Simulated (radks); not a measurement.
**The first electron to leave Cs⁸⁺**

Cs⁸⁺ stands in [Kr] 4d10 5s1. From which sub-shell is an electron easiest to take? Each removal is a run of its own. The parent's configuration is the lowest that an earlier search found at this level.

The numbers are computed with radks (a radial shooting solver on a logarithmic mesh, Libxc functionals) version 1 (scalar-relativistic Kohn-Sham, r2SCAN, spin-polarised, spherical densities, finite nucleus; open shells are filled with parallel spins first), except any that are marked as measured or tabulated.

3 further runs of the same task are left out: 1 that didn't finish, 2 set aside as unsound or not needed.

### 1 The system

* element: caesium (Z = 55)
* charge: +8
* electrons: 47
* configuration: [Kr] 4d10 5s1
* nuclear rms radius: 4.8041 fm

The outer shells:

Cs⁸⁺
```
[Kr] core
4d [↑↓][↑↓][↑↓][↑↓][↑↓]
5s [↑ ]
```

### 2 The parent, Cs⁸⁺

The parent was computed earlier with the same settings: E = -7772.041486 hartree. Its outer levels (eV):

```csv
level,occupation,energy (eV)
4s up,1,-331.98
4s down,1,-331.70
4p up,3,-270.89
4p down,3,-270.59
4d up,5,-181.24
4d down,5,-180.75
5s up,1,-119.72
5s down,0,-116.12
```

### 3 Remove 5s: [Kr] 4d10

The run's settings:

```text
Z 55
configuration [Kr] 4d10
relativity scalar-relativistic
functional r2scan,r2scan
spin polarised
nucleus finite rms 4.8041 fm
c 137.035999084
```

### 4 Remove 4d: [Kr] 4d9 5s1

Settings, as their differences from step 3:

```diff
@@ -1,3 +1,3 @@
 Z 55
-configuration [Kr] 4d10
+configuration [Kr] 4d9 5s1
 relativity scalar-relativistic
```

### 5 Remove 4p: [Ar] 3d10 4s2 4p5 4d10 5s1

Settings, as their differences from step 4:

```diff
@@ -1,3 +1,3 @@
 Z 55
-configuration [Kr] 4d9 5s1
+configuration [Ar] 3d10 4s2 4p5 4d10 5s1
 relativity scalar-relativistic
```

### 6 Remove 4s: [Ar] 3d10 4s1 4p6 4d10 5s1

The run's settings:

```text
Z 55
configuration [Ar] 3d10 4s1 4p6 4d10 5s1
relativity scalar-relativistic
functional r2scan,r2scan
spin polarised
nucleus finite rms 4.8041 fm
c 137.035999084
```

Q: Predict the outcome of this session. Wanted: for each run, case; final configuration; Δ-SCF; −ε of the level emptied.

The runs gave:

```csv
case,final configuration,Δ-SCF (eV),−ε of the level emptied (eV)
remove 5s,[Kr] 4d10,125.73,119.72
remove 4d,[Kr] 4d9 5s1,192.94,180.75
remove 4p,[Ar] 3d10 4s2 4p5 4d10 5s1,283.64,270.59
remove 4s,[Ar] 3d10 4s1 4p6 4d10 5s1,345.20,331.70
```

In words: Removal from 5s costs least (125.73 eV), ahead of 4d (192.94 eV). 5s is also the highest occupied level of the parent. NIST lists 125.6 eV (semi-empirical), between the same two configurations. 
